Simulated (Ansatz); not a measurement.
# ZrB (sextet): the correlation ladder, def2-TZVPP

The task here is to estimate one member of a computed series from the others.

Method: def2-TZVPP, core rule «outside noble gas», up to 5 orbitals frozen; program: Ansatz 0.2.0, Gaussian basis.

The runs, in order: UHF; ROHF; CCSD(T) on UHF.

### What is computed

The geometry is a PBE0/def2-TZVP stationary point (not a proven minimum) of the parent state, kept for this charge and spin. No spin-orbit coupling is included. Elements past krypton take def2 core potentials.

2 atoms, charge 0, spin multiplicity 6.

Atoms are counted from 1 here; the program's logs count them from 0.

Bond lengths: Zr1–B2 2.019 Å.

Set-up of the first run:

Input file in.yaml:

```yaml
crystal:
  periodic: [false, false, false]
  atoms:
    - {symbol: Zr, position_ang: [0.000000, 0.000000, 0.000000]}
    - {symbol: B, position_ang: [0.000000, 0.000000, 2.018882]}
basis:
  gaussian: {orbitals: def2-TZVPP}
magnetization: {spin_polarized: true, initial_magnetization: 5}
hamiltonian: {xc: hf}
output: {orbitals: {seedname: orbitals}}
```

Launch:

```sh
$ ansatz run in.yaml --threads 1 --pin off --events-out ev --progress --plain --max-ram 4096MiB --backend cpu
```

Steps of the session up to this table: UHF; ROHF; CCSD(T) on UHF.

One table of the session follows, with a row left open; its other results are not shown here.

It belongs to the step «Misses and costs». 

| method | from UCCSD(T) (kcal/mol) |
| --- | --- |
| ROHF | ? |
| UHF | +92.42 |
| UMP2 | +16.67 |
| UCCSD | +5.75 |
| UCCSD(T) | 0 |

Estimate the missing values for ROHF.

As computed: from UCCSD(T) (kcal/mol): +95.33. In the column «from UCCSD(T) (kcal/mol)» it is the highest.
